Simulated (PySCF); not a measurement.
# C6H5F: the cost of one run

Computed with PySCF 2.14.0, with density-fitted response routines of our own, on a single molecule in the gas phase. Atoms are numbered from 0 throughout.

### 1 Starting geometry

12 atoms, charge 0, multiplicity 1; geometry from: GFN2-xTB. The atoms were then displaced at random by about 0.01 Å, so the start is not that level's minimum.

Bonds of the start (Å): C0–C1 1.33, C1–C2 1.42, C2–C3 1.16, C3–C4 1.44, C4–C5 1.34, C5–F6 1.34, C0–H7 1.07, C0–H8 1.11, C1–H9 1.08, C4–H10 1.08, C5–H11 1.07.

### 2 Geometry optimisation at PBE0-D3(BJ)/def2-SVP

The job: settings as JSON, then the geometry in Å.

```
{"job": {"xc": "PBE0", "basis": "def2-SVP", "d3": "d3bj", "grid": 1, "shake": 0.01, "kind": "geom"}, "charge": 0, "multiplicity": 1}
C      2.729970     0.566680     0.450570
C      1.995600    -0.537140     0.383270
C      0.587640    -0.555580     0.196710
C     -0.557640    -0.587710     0.048850
C     -1.984840    -0.622710    -0.139120
C     -2.741730     0.474960    -0.278520
F     -2.222050     1.709750    -0.266890
H      3.792270     0.584290     0.580980
H      2.237650     1.562880     0.377250
H      2.474620    -1.504850     0.483250
H     -2.469340    -1.587920    -0.140360
H     -3.802470     0.469090    -0.410860
```

Launch:

```console
$ OMP_NUM_THREADS=1 python probes_run.py task.json out
```

One launch serves the whole session: the jobs run in the order shown.

Q: Estimate the wall time and peak memory of this first job on 1 thread of Arm Neoverse V1, shared host.

About 52 s, with a peak of 0.49 GiB.
